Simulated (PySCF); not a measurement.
# BrGeH3: the cost of one run

Programs: PySCF 2.14.0, with density-fitted response routines of our own. Each step states its level of theory. These are calculated values for one molecule in the gas phase, unless marked as measured. Atoms count from 0, in the outputs and in this text.

1 further run of the same task is left out (it didn't finish).

### 1 The starting structure

5 atoms, charge 0, multiplicity 1; geometry from: GFN2-xTB. The atoms were then displaced at random by about 0.01 Å, so the start is not that level's minimum.

Bonds of the start (Å): Ge0–Br1 2.23, Ge0–H2 1.49, Ge0–H3 1.52, Ge0–H4 1.51.

### 2 Relaxing the molecule at PBE0-D3(BJ)/def2-TZVP

What the job is given:

```
{"job": {"xc": "PBE0", "basis": "def2-TZVP", "d3": "d3bj", "grid": 2, "shake": 0.01, "kind": "geom"}, "charge": 0, "multiplicity": 1}
Ge    -0.162260    -0.029000    -0.006660
Br     2.068000     0.036050     0.075620
H     -0.686220    -0.647210     1.245960
H     -0.617660     1.417690    -0.124790
H     -0.568290    -0.811510    -1.228030
```

The run is started by

```console
$ OMP_NUM_THREADS=1 python probes_run.py task.json out
```

This one command runs all jobs of the session in turn.

**Question.** How long does this first job take on 1 thread of Arm Neoverse V1, shared host, and how much memory does it need?

About 20 s, with a peak of 0.47 GiB.
